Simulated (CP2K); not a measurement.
Sr2SO:

```xyz
4
Lattice="4.0432 0.0000 0.0000 0.0000 4.0432 0.0000 0.0000 0.0000 5.7180" Properties=species:S:1:pos:R:3 pbc="T T T"
Sr    2.0216    2.0216    2.8590
Sr    0.0000    0.0000    0.0000
S     0.0000    0.0000    2.8590
O     2.0216    2.0216    0.0000
```

The cell comes from a database or a generator and needn't be the stable form of this composition.

Base run:

- Program: CP2K 2026.2
- Functional: RPBE
- Potentials or basis: POTENTIAL_UZH Sr GTH-PBE-q10, S GTH-PBE-q6, O GTH-PBE-q6; TZVP-MOLOPT-PBE-GTH basis
- Density cutoff: 8163 eV
- k mesh: 5 × 5 × 4
- Occupations: fermi-dirac, width 0.05 eV
- Spin: no spin polarisation

Its results: band gap on the k mesh 2.53 eV, direct; pressure 2.5 GPa.

**Question.** After a change of settings the same cell gave: band gap on the k mesh 2.46 eV, direct; pressure -1.7 GPa. Which change was it?
A. functional from RPBE to PBE; ngrids from 5 to 4
B. functional from RPBE to PBEsol
C. functional from RPBE to revPBE; ngrids from 5 to 4

**Answer.** B.

PBEsol binds more tightly than RPBE, so the same cell stands under less pressure.

Caveats: the potentials were made for another functional, which shifts forces and pressure; the basis of atomic orbitals isn't converged, which shifts pressures, moduli and gaps.
